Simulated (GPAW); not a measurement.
The system is CsLiCr2Te2S3.

```
CELL_PARAMETERS angstrom
3.31929 1.91639 6.87982
-3.31929 1.91639 6.87982
0.00000 -3.83279 6.87982
ATOMIC_POSITIONS crystal
Cs 0.00000 0.00000 0.00000
Li 0.50000 0.50000 0.50000
Cr 0.79848 0.79848 0.79848
Cr 0.20152 0.20152 0.20152
Te 0.67990 0.67990 0.67990
Te 0.32010 0.32010 0.32010
S 0.13626 0.86374 0.50000
S 0.50000 0.13626 0.86374
S 0.86374 0.50000 0.13626
```

The cell was built by a generator and needn't be a form met in nature.

Base run:

```yaml
Program: GPAW 26.7.0
Functional: LDA
Potentials_or_basis: the program's PAW data sets (release 1.2.1) made for this functional
Cutoff: 800 eV
Basis: pw
k_mesh: 4 × 4 × 4
Occupations: fermi-dirac, width 0.05 eV
Spin: collinear spin, ferromagnetic start
Starting_moments: "[0.0, 0.0, 3.0, 3.0, 0.0, 0.0, 0.0, 0.0, 0.0] μB"
```

Its results: pressure -3.9 GPa; net moment 4.00 μB per cell; site moments Cs -0.00; Li +0.01; Cr +2.08; Te -0.14; S -0.05 μB; largest force 0.578 eV/Å.

**Question.** The run is repeated on the same cell with these changes: functional from LDA to revPBE. What comes out?

**Answer.** Pressure 1.7 GPa; net moment 4.00 μB per cell; site moments Cs -0.01; Li +0.01; Cr +2.28; Te -0.21; S -0.07 μB; largest force 0.137 eV/Å.

revPBE binds less tightly than LDA, so the same cell stands under more pressure.

Caveats: only a ferromagnetic start was run, and an antiferromagnetic order may lie lower in energy.

Not every run made on this cell is shown here.
